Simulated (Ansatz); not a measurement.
# Co (Cobalt): the cost of one run

Computed with Ansatz 0.2.0 through its Python package. Level of theory: DFT PBEsol, plane waves, PAW.

## (1) Starting point

Symmetry: P6_3/mmc, No. 194, hexagonal system. The conventional cell has a = 2.507 Å, b = 2.507 Å, c = 4.070 Å, α = 90.00°, β = 90.00°, γ = 120.00°. Co (site symmetry -6m2) has 12 Co at 2.50 to 2.51 Å as nearest neighbours.

The script holds or builds the structure itself.

## (2) The code

The input, co_ecut.py:

```python
"""Convergence of Co with the plane-wave cutoff."""

import csv
import warnings

import ansatz as az
from ase import Atoms

K_SPACING = 0.24
XC = "PBEsol"
SMEARING_WIDTH = 0.1


def main() -> None:
    warnings.simplefilter("ignore", az.DeckWarning)

    atoms = Atoms(
        ["Co", "Co"],
        scaled_positions=[
            [1 / 3, 2 / 3, 0.25],
            [2 / 3, 1 / 3, 0.75],
        ],
        cell=[
            [2.5074, 0.0, 0.0],
            [-1.2537, 2.171472, 0.0],
            [0.0, 0.0, 4.0699],
        ],
        pbc=True,
    )
    atoms.set_initial_magnetic_moments([3.2, 3.2])
    system = az.Crystal.from_ase(atoms)

    calculation = (
        system.calculation()
        .kpoints(spacing=K_SPACING)
        .functional(XC)
        .occupations(az.OccupationsMethod.FERMI_DIRAC, width=SMEARING_WIDTH)
        .spin("collinear")
    )

    rows = []
    for value in [250, 300, 350, 400, 450, 500]:
        report = calculation.basis(value).run(threads=1).report
        rows.append((value, report["free_energy_ev"] / len(report["lattice"]["sites"]), report["n_iterations"], report["magnetization_mub"], report["n_pw"]))

    with open("ecut.csv", "w", newline="") as handle:
        writer = csv.writer(handle)
        writer.writerow(["cutoff (eV)", "F/atom (eV)", "iterations", "moment (muB)", "plane waves"])
        writer.writerows([round(v, 5) if isinstance(v, float) else v for v in row] for row in rows)

    # the last row is the reference
    for row in rows[:-1]:
        shift = 1000 * (row[1] - rows[-1][1])
        print(f"{row[0]}: {shift:+.2f} meV/atom" + ("  (within 5 meV)" if abs(shift) < 5 else ""))


if __name__ == "__main__":
    main()
```

## (3) The run

On the command line:

```
python co_ecut.py
```

Q: Estimate wall time and peak memory on 1 thread of Arm Neoverse V1, shared host.

About 37 s, with a peak of 0.45 GiB.
